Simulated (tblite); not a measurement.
## BiB: one setting at a time in tblite

Simulated with tblite 0.8.0. This is a test of settings. The cell was built from a prototype and was relaxed with r2SCAN in plane waves (Ansatz 0.2.0). Not every such cell is a known phase. All runs are without spin polarisation.

Space group P6_3mc (No. 186), hexagonal; conventional cell a = 3.866 Å, c = 6.375 Å, 20.63 Å³ an atom. Around B lie 4 Bi at 2.37–2.39 Å; around Bi lie 4 B at 2.37–2.39 Å.

The base run uses GFN2-xTB on a cluster of 72 atoms.

```python
import json
from ase import Atoms
from ase.build import make_supercell
from ase.units import Bohr, GPa, Hartree
from tblite.interface import Calculator

atoms = Atoms(['B', 'B', 'Bi', 'Bi'],
              cell=[[3.86557651, 0.0, 0.0], [-1.93278826, 3.34768746, 0.0], [0.0, 0.0, 6.37544682]],
              scaled_positions=[[0.333333333, 0.666666667, 0.000243374], [0.666666667, 0.333333333, 0.500243374], [0.333333333, 0.666666667, 0.374756626], [0.666666667, 0.333333333, 0.874756626]],
              pbc=True)
cluster = make_supercell(atoms, [[3, 0, 0], [0, 3, 0], [0, 0, 2]])
calc = Calculator('GFN2-xTB', cluster.numbers, cluster.positions / Bohr, lattice=cluster.cell[:] / Bohr, periodic=cluster.pbc)
calc.set('temperature', 0.02 / Hartree)
calc.set('max-iter', 150)
res = calc.singlepoint()
levels = res.get('orbital-energies') * Hartree
nv = round(res.get('orbital-occupations').sum() / 2)
cells = len(cluster) // len(atoms)
out = {'energy_per_cell': res.get('energy') * Hartree / cells, 'homo': levels[nv - 1], 'lumo': levels[nv],
       'stress': (-res.get('virial') * Hartree / cluster.get_volume() / GPa).tolist(), 'charges': res.get('charges')[:len(atoms)].tolist(), 'electrons': 2 * nv / cells}
json.dump(out, open('results.json', 'w'))
for key, value in out.items():
    print(key, value)
```

Command: `python run.py`. It took 4.7 s on 1 thread of Arm Neoverse V1, on a shared host, peak memory 0.12 GiB.

It converged with a gap of 2.27 eV and a pressure of -3.33 GPa (positive in compression). xTB was fitted to molecules, so gaps, charges and pressures of solids can be far off.

Each further run moved one setting: accuracy (scale of the thresholds); temperature (electronic temperature in eV); max-iter (limit on cycles); cluster (size of the cluster in conventional cells). Changes are from the base run, which isn't itself converged in every setting; energies of another Hamiltonian, functional, basis or charge aren't compared, and those at a high electronic temperature are mostly its entropy term.

```json
{"setting": "accuracy = 10.0", "how it ended": "converged", "gap change (eV)": "0.00", "energy change (meV/atom)": "0.0", "pressure change (GPa)": "0.00", "time (s)": "4.5"}
{"setting": "accuracy = 0.01", "how it ended": "converged", "gap change (eV)": "0.00", "energy change (meV/atom)": "0.0", "pressure change (GPa)": "0.00", "time (s)": "4.8"}
{"setting": "temperature = 0.1", "how it ended": "converged", "gap change (eV)": "0.00", "energy change (meV/atom)": "0.0", "pressure change (GPa)": "0.00", "time (s)": "4.7"}
{"setting": "max-iter = 5 (poor on purpose)", "how it ended": "not converged", "gap change (eV)": "–", "energy change (meV/atom)": "–", "pressure change (GPa)": "–", "time (s)": "4.6"}
{"setting": "cluster = 1x1x1 (poor on purpose)", "how it ended": "converged", "gap change (eV)": "-0.92", "energy change (meV/atom)": "5183.2", "pressure change (GPa)": "61.33", "time (s)": "0.91"}
```

accuracy = 10.0 changes nothing that matters here. accuracy = 0.01 changes nothing that matters here. temperature = 0.1 changes nothing that matters here. With max-iter = 5 the cycle ended unconverged.

The end of the log, shortened, for max-iter = 5:

```
------------------------------------------------------------
  cycle        total energy    energy error   density error
------------------------------------------------------------
      1     -127.4007666743  -1.2775522E+02   4.0780123E-01
      2     -121.3266635233   6.0741032E+00   3.0211075E-01
      3     -124.9902042296  -3.6635407E+00   2.6785509E-01
      4     -128.7538247058  -3.7636205E+00   6.2905170E-02
      5     -129.1660193908  -4.1219469E-01   2.4447004E-02
------------------------------------------------------------
 total:                                   3.971 sec
tblite.exceptions.TBLiteRuntimeError: SCF not converged in 5 cycles
```

Spin-orbit coupling is left out; in compounds of Pb, Bi, Tl or Hg it can lower a gap by up to about 1 eV, split its edges or invert the bands.
